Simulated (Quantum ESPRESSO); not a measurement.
# SiO (Pm-3m) in Quantum ESPRESSO: notebook, part 4 of 4

Quantum ESPRESSO 7.5.

### Step 5. Energy-loss spectrum, PBE

pw.in reads:

```
&CONTROL
  calculation = 'scf'
  prefix = 'pwscf'
  outdir = './tmp'
  pseudo_dir = './pseudo'
  tprnfor = .true.
  tstress = .true.
  disk_io = 'low'
/
&SYSTEM
  ibrav = 0
  nat = 2
  ntyp = 2
  ecutwfc = 45
  ecutrho = 360
  nbnd = 10
  occupations = 'smearing'
  smearing = 'fd'
  degauss = 0.00367493
/
&ELECTRONS
  conv_thr = 4d-10
  electron_maxstep = 120
  mixing_beta = 0.5
/
ATOMIC_SPECIES
Si    28.0850 si_pbe_v1.uspp.F.UPF
O     15.9990 o_pbe_v1.2.uspp.F.UPF
CELL_PARAMETERS angstrom
   2.8069700000    0.0000000000    0.0000000000
   0.0000000000    2.8069700000    0.0000000000
   0.0000000000    0.0000000000    2.8069700000
ATOMIC_POSITIONS crystal
Si     0.0000000000    0.0000000000    0.0000000000
O      0.5000000000    0.5000000000    0.5000000000
K_POINTS automatic
6 6 6 1 1 1
```

gamma.in reads:

```
&CONTROL
  calculation = 'bands'
  prefix = 'pwscf'
  outdir = './tmp'
  pseudo_dir = './pseudo'
  disk_io = 'low'
  verbosity = 'high'
/
&SYSTEM
  ibrav = 0
  nat = 2
  ntyp = 2
  ecutwfc = 45
  ecutrho = 360
  nbnd = 10
  occupations = 'smearing'
  smearing = 'fd'
  degauss = 0.00367493
/
&ELECTRONS
  conv_thr = 1d-08
  electron_maxstep = 120
  mixing_beta = 0.5
  diago_full_acc = .true.
  startingwfc = 'random'
/
ATOMIC_SPECIES
Si    28.0850 si_pbe_v1.uspp.F.UPF
O     15.9990 o_pbe_v1.2.uspp.F.UPF
CELL_PARAMETERS angstrom
   2.8069700000    0.0000000000    0.0000000000
   0.0000000000    2.8069700000    0.0000000000
   0.0000000000    0.0000000000    2.8069700000
ATOMIC_POSITIONS crystal
Si     0.0000000000    0.0000000000    0.0000000000
O      0.5000000000    0.5000000000    0.5000000000
K_POINTS crystal
1
0.0 0.0 0.0 1
```

scf2.in reads:

```
&CONTROL
  calculation = 'scf'
  prefix = 'pwscf'
  outdir = './tmp'
  pseudo_dir = './pseudo'
  tprnfor = .true.
  tstress = .true.
  disk_io = 'low'
/
&SYSTEM
  ibrav = 0
  nat = 2
  ntyp = 2
  ecutwfc = 45
  ecutrho = 360
  nbnd = 10
  occupations = 'fixed'
/
&ELECTRONS
  conv_thr = 1d-11
  electron_maxstep = 120
  mixing_beta = 0.5
  startingpot = 'file'
/
ATOMIC_SPECIES
Si    28.0850 si_pbe_v1.uspp.F.UPF
O     15.9990 o_pbe_v1.2.uspp.F.UPF
CELL_PARAMETERS angstrom
   2.8069700000    0.0000000000    0.0000000000
   0.0000000000    2.8069700000    0.0000000000
   0.0000000000    0.0000000000    2.8069700000
ATOMIC_POSITIONS crystal
Si     0.0000000000    0.0000000000    0.0000000000
O      0.5000000000    0.5000000000    0.5000000000
K_POINTS automatic
6 6 6 1 1 1
```

eels.in reads:

```
&LR_INPUT
  prefix = 'pwscf'
  outdir = './tmp'
  restart_step = 5000
  restart = .false.
/
&LR_CONTROL
  calculator = 'lanczos'
  approximation = 'TDDFT'
  q1 = 0.5807660958
  q2 = 0
  q3 = 0
  itermax = 300
/
```

spectrum.in reads:

```
&LR_INPUT
  prefix = 'pwscf'
  outdir = './tmp'
  eels = .true.
  itermax0 = 300
  itermax = 20000
  extrapolation = 'osc'
  epsil = 0.03
  units = 1
  start = 0
  end = 40
  increment = 0.2
/
```

spectrum_short.in reads:

```
&LR_INPUT
  prefix = 'pwscf'
  outdir = './tmp'
  eels = .true.
  itermax0 = 200
  itermax = 20000
  extrapolation = 'osc'
  epsil = 0.03
  units = 1
  start = 0
  end = 40
  increment = 0.2
/
```

Potentials or basis: GBRV 1.5 PBE.

Started as:

```
OMP_NUM_THREADS=1 pw.x -in pw.in > pw.out
OMP_NUM_THREADS=1 pw.x -in gamma.in > gamma.out
OMP_NUM_THREADS=1 pw.x -in scf2.in > scf2.out
OMP_NUM_THREADS=1 turbo_eels.x -in eels.in > eels.out
OMP_NUM_THREADS=1 turbo_spectrum.x -in spectrum.in > spectrum.out
OMP_NUM_THREADS=1 turbo_spectrum.x -in spectrum_short.in > spectrum_short.out
```

pw.out:

```text
This program is part of the open-source Quantum ESPRESSO suite
     for quantum simulation of materials; please cite
[... 9 lines left out ...]
     --------------------
     sticks:   dense  smooth     PW     G-vecs:    dense   smooth      PW
     Sum         797     405    129                17077     6043    1045

     Using Slab Decomposition

     bravais-lattice index     =            0
     lattice parameter (alat)  =       5.3044  a.u.
     unit-cell volume          =     149.2485 (a.u.)^3
     number of atoms/cell      =            2
     number of atomic types    =            2
     number of electrons       =        10.00
     number of Kohn-Sham states=           10
     kinetic-energy cutoff     =      45.0000  Ry
     charge density cutoff     =     360.0000  Ry
     scf convergence threshold =      4.0E-10
     mixing beta               =       0.5000
     number of iterations used =            8  plain     mixing
     Exchange-correlation= SLA  PW   PBE  PBE
                           (   1   4   3   4   0   0   0)

     celldm(1)=   5.304405  celldm(2)=   0.000000  celldm(3)=   0.000000
     celldm(4)=   0.000000  celldm(5)=   0.000000  celldm(6)=   0.000000

     crystal axes: (cart. coord. in units of alat)
               a(1) = (   1.000000   0.000000   0.000000 )
               a(2) = (   0.000000   1.000000   0.000000 )
               a(3) = (   0.000000   0.000000   1.000000 )

     reciprocal axes: (cart. coord. in units 2 pi/alat)
               b(1) = (  1.000000  0.000000  0.000000 )
               b(2) = (  0.000000  1.000000  0.000000 )
               b(3) = (  0.000000  0.000000  1.000000 )

     PseudoPot. # 1 for Si read from file:
     si_pbe_v1.uspp.F.UPF
     Pseudo is Ultrasoft + core correction, Zval =  4.0
     Generated by new atomic code, or converted to UPF format
     Using radial grid of  899 points,  6 beta functions with:
                l(1) =   0
                l(2) =   0
                l(3) =   1
                l(4) =   1
                l(5) =   2
                l(6) =   2
     Q(r) pseudized with  8 coefficients,  rinner =    0.900   0.900   0.900
                                                       0.900   0.900

     PseudoPot. # 2 for O  read from file:
     o_pbe_v1.2.uspp.F.UPF
     Pseudo is Ultrasoft + core correction, Zval =  6.0
     Generated by new atomic code, or converted to UPF format
     Using radial grid of  737 points,  5 beta functions with:
                l(1) =   0
                l(2) =   0
                l(3) =   1
                l(4) =   1
                l(5) =   2
     Q(r) pseudized with  8 coefficients,  rinner =    0.900   0.900   0.900
                                                       0.900   0.900

     atomic species   valence    mass     pseudopotential
     Si                4.00    28.08500     Si( 1.00)
     O                 6.00    15.99900     O ( 1.00)

     48 Sym. Ops., with inversion, found

   Cartesian axes

     site n.     atom                  positions (alat units)
         1        Si     tau(   1) = (   0.0000000   0.0000000   0.0000000  )
         2        O      tau(   2) = (   0.5000000   0.5000000   0.5000000  )

     number of k points=    10  Fermi-Dirac smearing, width (Ry)=  0.0037
                       cart. coord. in units 2pi/alat
        k(    1) = (   0.0833333   0.0833333   0.0833333), wk =   0.0740741
        k(    2) = (   0.0833333   0.0833333   0.2500000), wk =   0.2222222
        k(    3) = (   0.0833333   0.0833333   0.4166667), wk =   0.2222222
        k(    4) = (   0.0833333   0.2500000   0.2500000), wk =   0.2222222
        k(    5) = (   0.0833333   0.2500000   0.4166667), wk =   0.4444444
        k(    6) = (   0.0833333   0.4166667   0.4166667), wk =   0.2222222
        k(    7) = (   0.2500000   0.2500000   0.2500000), wk =   0.0740741
        k(    8) = (   0.2500000   0.2500000   0.4166667), wk =   0.2222222
        k(    9) = (   0.2500000   0.4166667   0.4166667), wk =   0.2222222
        k(   10) = (   0.4166667   0.4166667   0.4166667), wk =   0.0740741

     Dense  grid:    17077 G-vectors     FFT dimensions: (  36,  36,  36)

     Smooth grid:     6043 G-vectors     FFT dimensions: (  24,  24,  24)

     Initial potential from superposition of free atoms

     starting charge       9.9993, renormalised to      10.0000
     Starting wfcs are    8 randomized atomic wfcs +    2 random wfcs

     Self-consistent Calculation

     iteration #  1     ecut=    45.00 Ry     beta= 0.50
     Davidson diagonalization with overlap
     ethr =  1.00E-02,  avg # of iterations =  3.9

     total energy              =     -41.58173486 Ry
     estimated scf accuracy    <       0.39820527 Ry

     iteration #  2     ecut=    45.00 Ry     beta= 0.50
     Davidson diagonalization with overlap
     ethr =  3.98E-03,  avg # of iterations =  2.0
[... 64 lines left out ...]
     total energy              =     -41.74758913 Ry
     estimated scf accuracy    <          1.6E-09 Ry

     iteration # 12     ecut=    45.00 Ry     beta= 0.50
     Davidson diagonalization with overlap
     ethr =  1.65E-11,  avg # of iterations =  1.6

     End of self-consistent calculation

          k = 0.0833 0.0833 0.0833 (   757 PWs)   bands (ev):

   -10.1591   1.9799   5.8757   5.8757   7.1679  14.9254  14.9254  16.6698
    18.9326  18.9326

          k = 0.0833 0.0833 0.2500 (   760 PWs)   bands (ev):

    -9.7082   0.8068   5.4428   6.2612   8.1583  12.9292  14.8568  16.4698
    19.1114  22.5420
[... 33 lines left out ...]
    -8.2199   2.4149   3.3231   5.6234   6.5456  10.9103  11.3387  14.3428
    20.2366  22.3399

          k = 0.4167 0.4167 0.4167 (   756 PWs)   bands (ev):

    -7.9437   3.6330   4.3922   4.3922   7.3894   9.2910   9.2910  11.6623
    21.5681  22.1607

     the Fermi energy is     9.2502 ev

!    total energy              =     -41.74758913 Ry
     estimated scf accuracy    <          5.4E-11 Ry
     smearing contrib. (-TS)   =      -0.00086507 Ry
     internal energy E=F+TS    =     -41.74672406 Ry

     The total energy is F=E-TS. E is the sum of the following terms:
     one-electron contribution =      -4.37062116 Ry
     hartree contribution      =       9.12575448 Ry
     xc contribution           =     -11.43055123 Ry
     ewald contribution        =     -35.07130614 Ry

     convergence has been achieved in  12 iterations

     Forces acting on atoms (cartesian axes, Ry/au):

     atom    1 type  1   force =     0.00000000    0.00000000    0.00000000
     atom    2 type  2   force =     0.00000000    0.00000000    0.00000000

     Total force =     0.000000     Total SCF correction =     0.000000

     Computing stress (Cartesian axis) and pressure

          total   stress  (Ry/bohr**3)                   (kbar)     P=        3.60
   0.00002448   0.00000000   0.00000000            3.60        0.00        0.00
   0.00000000   0.00002448   0.00000000            0.00        3.60        0.00
   0.00000000   0.00000000   0.00002448            0.00        0.00        3.60

=------------------------------------------------------------------------------=
   JOB DONE.
=------------------------------------------------------------------------------=
```

gamma.out:

```text
This program is part of the open-source Quantum ESPRESSO suite
     for quantum simulation of materials; please cite
         "P. Giannozzi et al., J. Phys.:Condens. Matter 21 395502 (2009);
         "P. Giannozzi et al., J. Phys.:Condens. Matter 29 465901 (2017);
         "P. Giannozzi et al., J. Chem. Phys. 152 154105 (2020);
     in publications or presentations arising from this work. More details at

     Atomic positions and unit cell read from directory:
[... 586 lines left out ...]

          k = 0.0000 0.0000 0.0000 (   751 PWs)   bands (ev):

   -10.3526   2.5602   6.2010   6.2010   6.2010  15.4380  15.4380  17.6168
    17.6168  17.6168

=------------------------------------------------------------------------------=
   JOB DONE.
=------------------------------------------------------------------------------=
```

scf2.out:

```text
This program is part of the open-source Quantum ESPRESSO suite
     for quantum simulation of materials; please cite
[... 9 lines left out ...]
     --------------------
     sticks:   dense  smooth     PW     G-vecs:    dense   smooth      PW
     Sum         797     405    129                17077     6043    1045
[... 221 lines left out ...]
   0.00008952   0.00000000   0.00000000           13.17        0.00        0.00
   0.00000000   0.00008952   0.00000000            0.00       13.17        0.00
   0.00000000   0.00000000   0.00008952            0.00        0.00       13.17

=------------------------------------------------------------------------------=
   JOB DONE.
=------------------------------------------------------------------------------=
```

Wall time 62 s (1 thread of Arm Neoverse V2, shared host); peak memory 0.1 GiB.

Results:

```yaml
Free_energy: -567.9989 eV
Pressure: 1.3 GPa
Peak_of_the_energy-loss_function: 22.0 eV
```

Energy-loss function at q = [1.3, 0.0, 0.0] (Å⁻¹, cartesian):
| energy (eV) | loss |
| --- | --- |
| 0.0 | 0.000 |
| 1.8 | 0.010 |
| 3.4 | 0.048 |
| 5.2 | 0.093 |
| 7.0 | 0.154 |
| 8.6 | 0.250 |
| 10.4 | 0.440 |
| 12.2 | 0.546 |
| 13.8 | 0.500 |
| 15.6 | 0.559 |
| 17.4 | 0.777 |
| 19.0 | 0.947 |
| 20.8 | 1.061 |
| 22.4 | 1.111 |
| 24.2 | 0.856 |
| 26.0 | 0.575 |
| 27.6 | 0.478 |
| 29.4 | 0.466 |
| 31.2 | 0.508 |
| 32.8 | 0.603 |
| 34.6 | 0.695 |
| 36.4 | 0.541 |
| 38.0 | 0.388 |
| 39.8 | 0.327 |

Caveat: the Lanczos chain is short for so many electrons, so humps in the spectrum may be artefacts.
